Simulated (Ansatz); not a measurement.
Consider a convergence test of the plane-wave cutoff of ZnSe, space group F-43m (the Python package of Ansatz (0.2.0)).

Script `ecut_znse.py`:
```python
import ansatz
import matplotlib.pyplot as plt

system = (
    ansatz.Lattice.of((0.0, 2.8338, 2.8338), (2.8338, 0.0, 2.8338), (2.8338, 2.8338, 0.0))
    .atom('Zn', (0.0, 0.0, 0.0))
    .atom('Se', (0.25, 0.25, 0.25))
)

calc = system.calculation().functional('r2SCAN').kpoints(5).occupations('Fixed').forces().stress()

rows = []
for value in [250, 300, 350, 400, 450, 500]:
    data = calc.basis(value).run(threads=1, backend='cpu').report
    rows.append((value, data['free_energy_ev'] / len(data['lattice']['sites']), data['n_iterations'], sum(data['stress_gpa'][i][i] for i in range(3)) / 3, max(abs(f) for row in data['forces_ev_ang'] for f in row), data['n_pw']))

print(' cutoff (eV)   F/atom (eV)    iterations       P (GPa)  max component (eV/A)   plane waves')
for row in rows:
    print(f'{str(row[0]):>12s}  {row[1]:12.5f}  {row[2]:12d}  {row[3]:12.3f}  {row[4]:20.4f}  {row[5]:12d}')

for row in rows[:-1]:
    shift = 1000 * (row[1] - rows[-1][1])
    print(f'{row[0]}: {shift:+.2f} meV/atom' + ('  (within 2 meV)' if abs(shift) < 2 else ''))
plt.figure(figsize=(4.5, 3))
plt.plot([str(row[0]) for row in rows], [1000 * (row[1] - rows[-1][1]) for row in rows], 'o-')
plt.xlabel('cutoff (eV)')
plt.ylabel('F - F(last) (meV/atom)')
plt.tight_layout()
plt.savefig('ecut.png', dpi=100)
```

How fast does the energy converge with the cutoff (threshold 2 meV an atom)?

From 450 eV on it stays within 2 meV an atom of the value at 500 eV; the first row (250 eV) is off by 750.0 meV and the last but one by 1.02 meV. The energy falls steadily, as expected when plane waves are added. The pressure moves from 0.93 to 0.01 GPa (the program's stress holds a Pulay correction, so it settles early).

The output:

```console
$ python ecut_znse.py
DeckWarning: basis.ecutwfc = 250 eV is below the records' recommended 500 eV, and the density's cutoff is lower with it unless basis.ecutrho_ratio is high enough to keep the records' density cutoff: compare with a run at a higher cutoff
DeckWarning: basis.ecutwfc = 300 eV is below the records' recommended 500 eV, and the density's cutoff is lower with it unless basis.ecutrho_ratio is high enough to keep the records' density cutoff: compare with a run at a higher cutoff
DeckWarning: basis.ecutwfc = 350 eV is below the records' recommended 500 eV, and the density's cutoff is lower with it unless basis.ecutrho_ratio is high enough to keep the records' density cutoff: compare with a run at a higher cutoff
DeckWarning: basis.ecutwfc = 400 eV is below the records' recommended 500 eV, and the density's cutoff is lower with it unless basis.ecutrho_ratio is high enough to keep the records' density cutoff: compare with a run at a higher cutoff
DeckWarning: basis.ecutwfc = 450 eV is below the records' recommended 500 eV, and the density's cutoff is lower with it unless basis.ecutrho_ratio is high enough to keep the records' density cutoff: compare with a run at a higher cutoff
 cutoff (eV)   F/atom (eV)    iterations       P (GPa)  max component (eV/A)   plane waves
         250   -4401.99194             7         0.933                0.0000           411
         300   -4402.67020             6         0.083                0.0000           537
         350   -4402.73504             6         0.072                0.0000           645
         400   -4402.73902             7         0.014                0.0000           869
         450   -4402.74095             7         0.006                0.0000           965
         500   -4402.74197             7         0.008                0.0000          1139
250: +750.03 meV/atom
300: +71.77 meV/atom
350: +6.93 meV/atom
400: +2.95 meV/atom
450: +1.02 meV/atom  (within 2 meV)
```
(Warnings from the package without file and line.)

Caveats:
- Forces vanish by symmetry here and test nothing.
- Pressure is positive in compression.
- The structure is a deposited one; some such entries were measured under pressure or heat, so a shift against it needn't be the functional's error alone.
- Shifts are counted from the last row, which is itself no proven limit.
- Timing: 11 s on 1 thread of Arm Neoverse V2, on a shared host, peak memory 0.47 GiB.

(Lines on the test bed's own set-up are left out of the output.)
